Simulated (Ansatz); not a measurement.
# CH5B2NOS: the cost of one run

Program: Ansatz 0.2.0. Level of theory: RKS PBE0-D4/def2-SVP. These are calculated values, not measurements.

## 1. The system as given

Bond lengths: B1–C2 1.634 Å, C2–N3 1.440 Å, C2–O4 1.404 Å, C2–B5 1.573 Å, O4–B5 1.566 Å, B5–S6 1.877 Å, B1–H7 1.180 Å, B1–H8 1.139 Å, N3–H9 1.090 Å, N3–H10 1.057 Å, S6–H11 1.421 Å. Angles (14 of 17 angles, heavy atoms first): B1–C2–N3 119.2°, B1–C2–O4 112.0°, B1–C2–B5 122.2°, N3–C2–O4 109.7°, N3–C2–B5 115.4°, O4–C2–B5 63.2°, C2–O4–B5 63.7°, C2–B5–O4 53.1°, C2–B5–S6 143.7°, O4–B5–S6 152.1°, C2–B1–H7 115.5°, C2–B1–H8 119.2°, C2–N3–H9 109.7°, C2–N3–H10 110.2°.

Coordinates:

```xyz
11

B     0.3495   -1.3652    0.3983
C     0.3620    0.2289    0.0377
N     0.8638    1.1654    1.0102
O     0.9534    0.4816   -1.2108
B    -0.5641    0.8436   -1.0759
S    -2.3242    0.8852   -1.7280
H    -0.7165   -1.8342    0.5864
H     1.3353   -1.8954    0.6097
H     1.8564    0.8567    1.3398
H     0.2962    1.1068    1.9001
H    -2.3465   -0.5304   -1.8468
```

## 2. Relaxing end A

input.yaml

```yaml
crystal:
  periodic: [false, false, false]
  atoms:
    - { symbol: B, position_ang: [0.3495, -1.3652, 0.3983] }
    - { symbol: C, position_ang: [0.362, 0.2289, 0.0377] }
    - { symbol: "N", position_ang: [0.8638, 1.1654, 1.0102] }
    - { symbol: O, position_ang: [0.9534, 0.4816, -1.2108] }
    - { symbol: B, position_ang: [-0.5641, 0.8436, -1.0759] }
    - { symbol: S, position_ang: [-2.3242, 0.8852, -1.728] }
    - { symbol: H, position_ang: [-0.7165, -1.8342, 0.5864] }
    - { symbol: H, position_ang: [1.3353, -1.8954, 0.6097] }
    - { symbol: H, position_ang: [1.8564, 0.8567, 1.3398] }
    - { symbol: H, position_ang: [0.2962, 1.1068, 1.9001] }
    - { symbol: H, position_ang: [-2.3465, -0.5304, -1.8468] }
basis:
  gaussian: { orbitals: def2-SVP }
hamiltonian:
  xc: pbe0
  dispersion: d4
relax:
  f_tol: 0.015
  max_steps: 40
```

Run with:

```sh
ansatz run input.yaml --threads 2 --pin off --max-ram 3072MiB --backend cpu --events-out ev --progress --plain --runs-dir out
```

**Question.** How long does this run take on 2 threads of Intel Xeon Platinum 8488C (Sapphire Rapids), shared host, and how much memory does it need?

About 96 s, with a peak of 0.28 GiB.
